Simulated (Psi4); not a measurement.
**CH2NSn (SMILES N#[C][SnH2]) at U-wB97M-V/def2-SVPD (core potential)**

Aim: the energy change on altering one bond length of CH2NSn at U-wB97M-V/def2-SVPD (core potential), from 2 runs. 

The results are computed with Psi4 1.11.

1 further run of the same task is left out (set aside as unsound or not needed).

### Step 1. The molecule

The species is CH2NSn (5 atoms), meant as a doublet with charge 0. SMILES: `N#[C][SnH2]`. The coordinates come from a PBE0-D4/def2-TZVP relaxation.

Bond lengths: N1–C2 1.154 Å, C2–Sn3 2.115 Å, Sn3–H4 1.710 Å, Sn3–H5 1.710 Å. Angles: N1–C2–Sn3 175.8°, C2–Sn3–H4 105.7°, C2–Sn3–H5 105.7°, H4–Sn3–H5 113.6°.

### Step 2. The energy at U-wB97M-V/def2-SVPD (core potential)

input.json

```json
{
  "schema_name": "qcschema_input",
  "schema_version": 1,
  "molecule": {
    "schema_name": "qcschema_molecule",
    "schema_version": 2,
    "symbols": ["N", "C", "Sn", "H", "H"],
    "geometry": [1.57565364, -2.90205241, 3.14752783, 0.95620142, -1.6091018, 1.504222, 0.01814137, 0.62568832, -1.67486426, -3.11521352, 0.07218754, -2.23743573, 0.65951442, 3.67438348, -0.81749552],
    "molecular_charge": 0,
    "molecular_multiplicity": 2,
    "fix_symmetry": "c1",
    "fix_com": true,
    "fix_orientation": true
  },
  "driver": "energy",
  "model": {
    "method": "wb97m-v",
    "basis": "def2-SVPD"
  },
  "keywords": {
    "reference": "uks",
    "puream": true,
    "e_convergence": 1e-09,
    "d_convergence": 1e-08,
    "scf_type": "pk",
    "dft_radial_points": 99,
    "dft_spherical_points": 590,
    "maxiter": 100
  }
}
```

On the command line:

```bash
$ psi4 --qcschema input.json -n 1 --memory 2200MB
```

stdout, shortened:

```text
[...]
    !!!  WARNING: ECP capability is in beta. Please check occupations closely.  !!!
[...]
  Running in c1 symmetry.
[...]
  Nuclear repulsion =   94.907877874130975
[...]
  Multiplicity = 2
[...]
  Nalpha       = 19
  Nbeta        = 18
[...]
    Number of basis functions: 88
[...]
   @UKS iter   1:  -308.03541552031686   -1.74928e+00   4.69269e-03 ADIIS/DIIS
[...]
   @UKS iter  14:  -308.13585621244846   -9.32232e-12   5.59866e-09 DIIS
[...]
   @S^2 Observed:                7.519139621E-01
[...]
    Orbital Energies [Eh]
    ---------------------
    Alpha Occupied:
       1A    -14.523771     2A    -10.384628     3A     -5.296012
       4A     -3.628180     5A     -3.626258     6A     -3.623099
       7A     -1.188220     8A     -1.184708     9A     -1.184692
      10A     -1.180831    11A     -1.180759    12A     -1.018653
      13A     -0.689463    14A     -0.531836    15A     -0.472585
      16A     -0.463237    17A     -0.453738    18A     -0.436744
      19A     -0.332636
    Alpha Virtual:
      20A      0.025014    21A      0.039026    22A      0.050250
      23A      0.070588    24A      0.095017    25A      0.096644
[...]
  @UKS Final Energy:  -308.13585621244846
   => Energetics <=
    Nuclear Repulsion Energy =             94.9078778741309748
    One-Electron Energy =                -690.5795522919204359
    Two-Electron Energy =                 309.0849994630245874
    DFT Exchange-Correlation Energy =     -21.6937927275980300
    Empirical Dispersion Energy =           0.0000000000000000
    VV10 Nonlocal Energy =                  0.1446114699144679
    Total Energy =                       -308.1358562124484592
[...]
 Multipole Moments:
 ------------------------------------------------------------------------------------
     Multipole            Electronic (a.u.)      Nuclear  (a.u.)        Total (a.u.)
 ------------------------------------------------------------------------------------
 L = 1.  Multiply by 2.5417464519 to convert [e a0] to [Debye]
 Dipole X            :        -15.0981508           14.7101950           -0.3879558
 Dipole Y            :         13.4074854          -12.4572636            0.9502218
 Dipole Z            :          7.4603846           -8.8439182           -1.3835335
 Magnitude           :                                                    1.7226712
[...]
```

The result, in JSON:

```text
{
 "driver": "energy",
 "model": {
  "method": "wb97m-v",
  "basis": "def2-SVPD"
 },
 "success": true,
 "return_result": -308.13585621244846,
 "properties": {
  "calcinfo_nbasis": 88,
  "calcinfo_nmo": 88,
  "calcinfo_nalpha": 19,
  "calcinfo_nbeta": 18,
  "calcinfo_natom": 5,
  "nuclear_repulsion_energy": 94.90787787413097,
  "return_energy": -308.13585621244846,
  "scf_one_electron_energy": -690.5795522919204,
  "scf_two_electron_energy": 309.0849994630246,
  "scf_vv10_energy": 0.1446114699144679,
  "scf_xc_energy": -21.69379272759803,
  "scf_dipole_moment": [-0.3879558044792262, 0.950221769107177, -1.3835335279604024],
  "scf_total_energy": -308.13585621244846,
  "scf_iterations": 14
 }
}
```

Wall time 3 min (1 thread of AMD EPYC 7R43 (Zen 3), shared host); peak memory 1.2 GiB.

### Step 3. The distorted shape

calc.inp

```
memory 2200 MB

molecule {
  0 2
  N      1.331276    -1.447822     1.754918
  C      1.003476    -0.763622     0.885318
  Sn     0.507076     0.418978    -0.796982
  H     -1.648500     0.038200    -1.184000
  H      0.846476     2.032278    -0.343282
  symmetry c1
  no_reorient
  no_com
}

set globals {
  reference uks
  puream true
  e_convergence 1e-09
  d_convergence 1e-08
  scf_type pk
  dft_radial_points 99
  dft_spherical_points 590
  maxiter 100
}

E, wfn = energy("wb97m-v/def2-SVPD", return_wfn=True)
```

On the command line:

```bash
$ psi4 -n 1 calc.inp calc.out
```

calc.out, shortened:

```text
[...]
    !!!  WARNING: ECP capability is in beta. Please check occupations closely.  !!!
[...]
  Running in c1 symmetry.
[...]
  Nuclear repulsion =   93.121091603709417
[...]
  Multiplicity = 2
[...]
  Nalpha       = 19
  Nbeta        = 18
[...]
    Number of basis functions: 88
[...]
   @UKS iter   1:  -307.97815442827624   -1.78602e+00   4.95449e-03 DIIS/ADIIS
[...]
   @UKS iter  16:  -308.10044096141939   -3.06954e-12   9.83824e-09 DIIS
[...]
   @S^2 Observed:                7.620347153E-01
[...]
    Orbital Energies [Eh]
    ---------------------
    Alpha Occupied:
       1A    -14.529312     2A    -10.388765     3A     -5.304838
       4A     -3.637426     5A     -3.634567     6A     -3.631594
       7A     -1.195563     8A     -1.192973     9A     -1.191212
      10A     -1.189134    11A     -1.187542    12A     -1.023553
      13A     -0.682423    14A     -0.528488    15A     -0.470045
      16A     -0.462054    17A     -0.456632    18A     -0.418377
      19A     -0.336877
    Alpha Virtual:
      20A     -0.013692    21A      0.032714    22A      0.042962
      23A      0.064448    24A      0.093667    25A      0.095493
[...]
  @UKS Final Energy:  -308.10044096141939
   => Energetics <=
    Nuclear Repulsion Energy =             93.1210916037094165
    One-Electron Energy =                -686.8518656203694945
    Two-Electron Energy =                 307.1303362087768960
    DFT Exchange-Correlation Energy =     -21.6448700244664742
    Empirical Dispersion Energy =           0.0000000000000000
    VV10 Nonlocal Energy =                  0.1448668709303093
    Total Energy =                       -308.1004409614193946
[...]
 Multipole Moments:
 ------------------------------------------------------------------------------------
     Multipole            Electronic (a.u.)      Nuclear  (a.u.)        Total (a.u.)
 ------------------------------------------------------------------------------------
 L = 1.  Multiply by 2.5417464519 to convert [e a0] to [Debye]
 Dipole X            :        -48.6251566           48.5535573           -0.0715993
 Dipole Y            :          7.4649011           -6.4789109            0.9859902
 Dipole Z            :          1.5122590           -2.7676022           -1.2553432
 Magnitude           :                                                    1.5978703
[...]
```

Run time: 2.7 min. Hardware: 1 thread of AMD EPYC 7R43 (Zen 3), shared host; peak memory 1.2 GiB.

### Step 4. Results

At U-wB97M-V/def2-SVPD (core potential):

| quantity | value |
| --- | --- |
| first shape: total energy | -308.13586 Eh |
| first shape: dipole moment | 4.38 D |
| first shape: HOMO energy (highest over α and β) | -9.05 eV |
| first shape: LUMO energy (lowest over α and β) | -2.22 eV |
| first shape: ⟨S²⟩ | 0.752 |
| distorted shape: total energy | -308.10044 Eh |
| distorted shape: dipole moment | 4.06 D |
| distorted shape: HOMO energy (highest over α and β) | -9.17 eV |
| distorted shape: LUMO energy (lowest over α and β) | -2.54 eV |
| distorted shape: ⟨S²⟩ | 0.762 |
| energy change with the Sn3–H4 bond stretched from 1.710 to 2.223 Å | 0.964 eV |

With the Sn3–H4 bond stretched from 1.710 to 2.223 Å the energy rises by 0.96 eV (22.2 kcal/mol). The first shape isn't relaxed at this level, so the change isn't measured from a minimum.
